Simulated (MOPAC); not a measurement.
**PM6-D3H4 run of TaN2H4OF (SMILES [NH2][Ta]([NH2])(=[O])[F])**

We compute the harmonic vibrations of TaN2H4OF. 

Program for the calculation: MOPAC 23.2.5.

6 further runs of the same task are left out: 1 that didn't finish, 5 set aside as unsound or not needed.

### Step 1. The structure to begin with

The species is TaN2H4OF (9 atoms), meant as a singlet with charge 0. SMILES: `[NH2][Ta]([NH2])(=[O])[F]`. The shape was relaxed beforehand at PM6-D3H4. This is one conformer, not always the lowest.

Bond lengths: N1–Ta2 1.964 Å, Ta2–N3 1.965 Å, Ta2–O4 1.645 Å, Ta2–F5 1.909 Å, N1–H6 1.025 Å, N1–H7 1.017 Å, N3–H8 1.019 Å, N3–H9 1.025 Å. Some angles: N1–Ta2–N3 105.4°, N1–Ta2–O4 104.0°, N1–Ta2–F5 117.2°, N3–Ta2–O4 102.8°, N3–Ta2–F5 112.9°, O4–Ta2–F5 113.1°, Ta2–N1–H6 117.4°, Ta2–N1–H7 127.9°, Ta2–N3–H8 126.1°, Ta2–N3–H9 118.2°.

### Step 2. Vibrational wavenumbers at PM6-D3H4

The input, job.mop:

```
charge=0 force thermo(200,600,200) pm6-d3h4 aux(precision=6) t=10m threads=1
job FH4N2OTa

N -0.183434 1 1.529823 1 0.490844 1
Ta 0.396429 1 -0.010937 1 -0.580829 1
N -0.414914 1 -1.580206 1 0.278920 1
O -0.465990 1 0.127595 1 -1.974929 1
F 2.271797 1 -0.210980 1 -0.875310 1
H 0.350355 1 1.742166 1 1.340175 1
H -0.761028 1 2.314245 1 0.197364 1
H -1.212132 1 -2.110349 1 -0.070200 1
H -0.297586 1 -1.692308 1 1.290912 1
```

Run with:

```
$ mopac job.mop
```

**Question.** What will come out? Wanted: heat of formation; lowest harmonic wavenumber; highest harmonic wavenumber; zero-point energy.

Computed results:

Level: PM6-D3H4.

| quantity | value |
| --- | --- |
| heat of formation | -174.7 kcal/mol |
| lowest harmonic wavenumber | 69 cm⁻¹ |
| highest harmonic wavenumber | 2890 cm⁻¹ |
| zero-point energy | 122.1 kJ/mol |

In words: All 21 modes are real, so the shape is a minimum at this level.
